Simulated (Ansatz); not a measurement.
H3O3Si, SMILES O[Si](O)O, a ladder of methods at one geometry

Program: Ansatz 0.2.0, Python API.

Notebook, run cell by cell (the value of a cell's last expression is shown):

**Cell 1**
```python
import ansatz

params = {
    "basis_set": "def2-SVP",
}
```

**Cell 2**
```python
geometry_ang = [
    ("O", [-1.11763, 0.95923, -0.02577]),
    ("Si", [-0.34324, -0.49312, -0.07535]),
    ("O", [0.44299, -0.83665, 1.30523]),
    ("O", [0.75835, -0.35599, -1.273]),
    ("H", [-1.66493, 1.17339, 0.72382]),
    ("H", [1.37891, -0.6369, 1.37003]),
    ("H", [0.54556, 0.19003, -2.02496]),
]
h3o3si = ansatz.Crystal.molecule()
for symbol, xyz in geometry_ang:
    h3o3si = h3o3si.atom(symbol, xyz)
```

**Cell 3**
```python
base = h3o3si.calculation()
base = base.basis(gaussian=params["basis_set"]).spin("collinear", total=1)
base = base.accuracy("high")

methods = ["mp2", "ccsd", "ccsd_t"]
reports = [base.correlation(m).run(threads=1, pin="off").report for m in methods]
print(f"Hartree-Fock reference {reports[0]['reference_energy_ev'] / 27.211386246:.6f} Ha")
best = reports[-1]["free_energy_ev"] - reports[-1]["reference_energy_ev"]
for method, each in zip(methods, reports):
    gained = each["free_energy_ev"] - each["reference_energy_ev"]
    print(f"{method:8s} total {each['free_energy_ev'] / 27.211386246:.6f} Ha  correlation {gained:9.4f} eV  ({100 * gained / best:.1f} % of the last)")
```
Output:
```text
Hartree-Fock reference -515.090942 Ha
mp2      total -515.722930 Ha  correlation  -17.1973 eV  (95.2 % of the last)
ccsd     total -515.741966 Ha  correlation  -17.7153 eV  (98.0 % of the last)
ccsd_t   total -515.755018 Ha  correlation  -18.0704 eV  (100.0 % of the last)
```

Reading the output:
- The settings weren't tested for convergence.
- The geometry is a force-field or estimated start, not a minimum of this method, and the basis set is short of its limit. A lower total doesn't mark the better method: functionals have no common bound, and MP2 and coupled cluster aren't variational.
- The run takes the species as open-shell (spin multiplicity 2), which needn't be its ground state.
- Inner cores stay frozen, so this is valence correlation.
- Run time: 35 s on 1 thread of INTEL(R) XEON(R) PLATINUM 8581C CPU @ 2.30GHz (Emerald Rapids), on a shared host, peak memory 0.69 GiB.
